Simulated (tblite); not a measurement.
# CH4GaNO: the cost of one run

Programs: tblite 0.8.0 and PySCF 2.14.0. All values are calculated, for the isolated system unless a continuum is named. Atoms count from 0, parts from 1.

## 1. Starting point

8 atoms, charge 0, multiplicity 1; geometry: rigid parts in contact. Parts: 1 = atoms 0–3, `[GaH3]`, charge 0; 2 = atoms 4–7, `N=C=O`, charge 0.

## 2. Bringing the parts together with GFN2-xTB

What the job is given:

```
{"job": {"kind": "dock", "xc": "GFN2-xTB", "basis": "xTB"}, "charge": 0, "multiplicity": 1, "parts": [{"atoms": "0-3", "charge": 0, "multiplicity": 1}, {"atoms": "4-7", "charge": 0, "multiplicity": 1}]}
Ga    -0.000007    -0.000056     0.000137
H      0.943782     0.537269    -1.128815
H     -1.260456     0.826878     0.426100
H      0.316681    -1.364091     0.702578
N     -3.273255    -1.361857     0.802505
C     -2.816433    -1.256445    -0.292103
O     -2.191831    -1.213889    -1.261465
H     -4.160902    -1.233508     1.228827
```

Method: GFN2-xTB search for minima from random contacts, gas phase.

Launch:

```sh
OMP_NUM_THREADS=1 python cluster_run.py task.json out
```

One launch serves the whole session: the jobs run in the order shown.

**Question.** How long does this first job take on 1 thread of Arm Neoverse V1, shared host?

About 1.4 s.
